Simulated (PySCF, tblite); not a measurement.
**C₅H₁₁BS: geometry, infrared bands and NMR shifts**

What infrared bands and NMR shifts should C₅H₁₁BS (`CC[C@@H]1BCSC1`) show?

The runs use tblite 0.8.0 and PySCF 2.14.0, with density-fitted response routines of our own; the level of theory stands in each step. All values are computed, except where a source is named. Atoms are numbered from 0 throughout.

### Step 1. The starting structure

18 atoms, charge 0, multiplicity 1; geometry from: force field or distance geometry start.

Bonds of the start (Å): C0–C1 1.54, C1–C2 1.54, C2–B3 1.60, B3–C4 1.58, C4–S5 1.81, S5–C6 1.83, C6–C2 1.53, C0–H7 1.11, C0–H8 1.11, C0–H9 1.12, C1–H10 1.10, C1–H11 1.11, C2–H12 1.11, B3–H13 1.18, C4–H14 1.11, C4–H15 1.11, C6–H16 1.11, C6–H17 1.12.

### Step 2. Optimising the geometry with GFN2-xTB

Job settings and geometry (Å):

```
{"job": {"kind": "relax", "xc": "GFN2-xTB", "basis": "xTB"}, "charge": 0, "multiplicity": 1}
C      2.466900     0.023600     0.051000
C      1.164300     0.193800    -0.762100
C     -0.034700    -0.432000    -0.028100
B     -1.344000    -0.347500    -0.940300
C     -2.632800     0.052800    -0.116400
S     -2.175100     0.018600     1.631800
C     -0.405700     0.309900     1.258500
H      3.319900     0.426900    -0.531000
H      2.649900    -1.049700     0.271900
H      2.394000     0.590700     1.009900
H      0.993600     1.269000    -0.951000
H      1.308000    -0.319600    -1.731600
H      0.147600    -1.498900     0.200400
H     -1.420500    -0.992500    -1.926300
H     -3.456600    -0.657500    -0.311600
H     -2.947700     1.080000    -0.400400
H     -0.249400     1.406000     1.158100
H      0.213500    -0.067200     2.105700
```

Started as:

```console
$ OMP_NUM_THREADS=1 python probes_run.py task.json out
```

One launch serves the whole session: the jobs run in the order shown.

**Question.** This job is followed by: GFN2-xTB harmonic vibrations, gas phase; GIAO PBE0/pcSseg-1 NMR shielding, non-relativistic, gas phase. What will the session give for the following? strongest single infrared mode (GFN2-xTB); zero-point energy (GFN2-xTB); 13C shifts against TMS (PBE0/pcSseg-1); 1H shifts against TMS (PBE0/pcSseg-1, means over atoms taken as alike); 11B shifts against BF3·OEt2 (PBE0/pcSseg-1); 33S shifts against CS2 (PBE0/pcSseg-1).

As calculated:

| quantity | value |
| --- | --- |
| strongest single infrared mode (GFN2-xTB) | 2677 cm⁻¹, 125 km/mol |
| zero-point energy (GFN2-xTB) | 94.0 kcal/mol |
| 13C shifts against TMS (PBE0/pcSseg-1) | 57.8, 43.7, 38.1, 27.8, 18.1 ppm |
| 1H shifts against TMS (PBE0/pcSseg-1, means over atoms taken as alike) | 7.94, 3.24, 3.04, 2.87, 2.64, 2.29, 1.48, 1.28, 1.11 ppm |
| 11B shifts against BF3·OEt2 (PBE0/pcSseg-1) | 92.6 ppm |
| 33S shifts against CS2 (PBE0/pcSseg-1) | -7 ppm |

In words: Over 69 steps the energy fell by 0.294 eV; of the close pairs, C4–S5 changed most, 1.807 to 1.837 Å. All 48 modes are real, so the xTB geometry is a minimum. The strongest single mode, at 2677 cm⁻¹, moves mainly H13. Unscaled tight-binding wavenumbers are off by several per cent, some by more. Its intensities can rank the bands wrongly. At PBE0/pcSseg-1: Shielding is most anisotropic at S5 (span 522 ppm, paramagnetic term -545 ppm).
